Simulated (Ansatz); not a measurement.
Write a Python script for Ansatz's Python interface that makes a single point in a Gaussian basis of C₃H₉AlO, SMILES CC(O)[CH2][AlH2]. Level of theory: revpbe0, 6-31G* basis, multiplicity 1.

```xyz
14

C    -1.8162    0.1913    0.5691
C    -0.4263    0.4793    0.1147
O     0.2070    1.2050    1.1093
C     0.3674   -0.8421   -0.1401
Al    2.1117   -0.6270   -0.9737
H    -2.4235   -0.2932   -0.2346
H    -2.3458    1.2095    0.7423
H    -1.8496   -0.3417    1.4889
H    -0.4530    1.0867   -0.7908
H     0.9138    1.7829    0.6997
H     0.3973   -1.4116    0.8380
H    -0.2774   -1.4648   -0.8281
H     3.1813    0.2390   -0.1966
H     2.4004   -1.2425   -2.3693
```

`run_energy.py`
```python
# -*- coding: utf-8 -*-
'''Single point of C3H9AlO.'''

import ansatz as az

geometry_ang = [
    ('C', (-1.8162, 0.1913, 0.5691)),
    ('C', (-0.4263, 0.4793, 0.1147)),
    ('O', (0.207, 1.205, 1.1093)),
    ('C', (0.3674, -0.8421, -0.1401)),
    ('Al', (2.1117, -0.627, -0.9737)),
    ('H', (-2.4235, -0.2932, -0.2346)),
    ('H', (-2.3458, 1.2095, 0.7423)),
    ('H', (-1.8496, -0.3417, 1.4889)),
    ('H', (-0.453, 1.0867, -0.7908)),
    ('H', (0.9138, 1.7829, 0.6997)),
    ('H', (0.3973, -1.4116, 0.838)),
    ('H', (-0.2774, -1.4648, -0.8281)),
    ('H', (3.1813, 0.239, -0.1966)),
    ('H', (2.4004, -1.2425, -2.3693)),
]
system = az.Crystal.molecule()
for symbol, xyz in geometry_ang:
    system = system.atom(symbol, xyz)

model = system.calculation().basis(gaussian='6-31G*').functional('REVPBE0')
trace = []
res = model.session().plan().execute(on_event=trace.append)
rep = res.report
for event in trace:
    if event['event'] == 'mean_field_evaluation' and event['data']['evaluation'] <= 25:
        print('pass {evaluation:3d}  E = {energy_ev:.6f} eV  gradient {gradient_ev:.1e}'.format(**event['data']))

print(f'E = {rep["free_energy_ev"]:.6f} eV = {rep["free_energy_ev"] / 27.211386246:.7f} Ha')
print('converged:', rep['converged'], ' doubts:', rep['published_state_doubts'] or 'none')

state = rep['mean_field']['state']
print(f'mean field: {state["energy"]["hartree"]:.7f} Ha, <S^2> = {abs(state["spin_squared"]):.4f}, stability: {state.get("stability", {}).get("kind")}')
```

```console
$ python run_energy.py
pass   1  E = -11889.279891 eV  gradient 5.6e+01
pass   2  E = -11884.870112 eV  gradient 7.0e+01
pass   3  E = -11896.128045 eV  gradient 6.2e+00
pass   4  E = -11896.197935 eV  gradient 2.7e+00
pass   5  E = -11896.212373 eV  gradient 5.7e-01
pass   6  E = -11896.212218 eV  gradient 5.7e-01
pass   7  E = -11896.517918 eV  gradient 1.2e+00
pass   8  E = -11896.521303 eV  gradient 4.0e-01
pass   9  E = -11896.521527 eV  gradient 2.4e-01
pass  10  E = -11896.521637 eV  gradient 2.4e-02
pass  11  E = -11896.521655 eV  gradient 2.6e-02
pass  12  E = -11896.521657 eV  gradient 8.4e-03
pass  13  E = -11896.521657 eV  gradient 1.6e-03
pass  14  E = -11896.521657 eV  gradient 2.5e-04
pass  15  E = -11896.521657 eV  gradient 2.9e-04
pass  16  E = -11896.521657 eV  gradient 4.5e-05
pass  17  E = -11896.521657 eV  gradient 1.0e-05
pass  18  E = -11896.521657 eV  gradient 1.1e-05
E = -11896.521698 eV = -437.1891086 Ha
converged: True  doubts: none
mean field: -437.1891086 Ha, <S^2> = 0.0000, stability: minimum
```

Caveats:
- Total energies depend on the basis set; only differences at equal settings carry meaning.
- The geometry is a force-field or estimated start, not a minimum of this method, and the basis set is short of its limit.
- Early passes use coarser integrals and grids, so their energies can't be compared with the last.
- Finished in 3.7 s on 1 thread of Arm Neoverse V2, on a shared host, peak memory 0.23 GiB.

(A comment or docstring line of the script was reworded after the run, the code is as it ran; lines on the test bed's own set-up are left out of the output.)
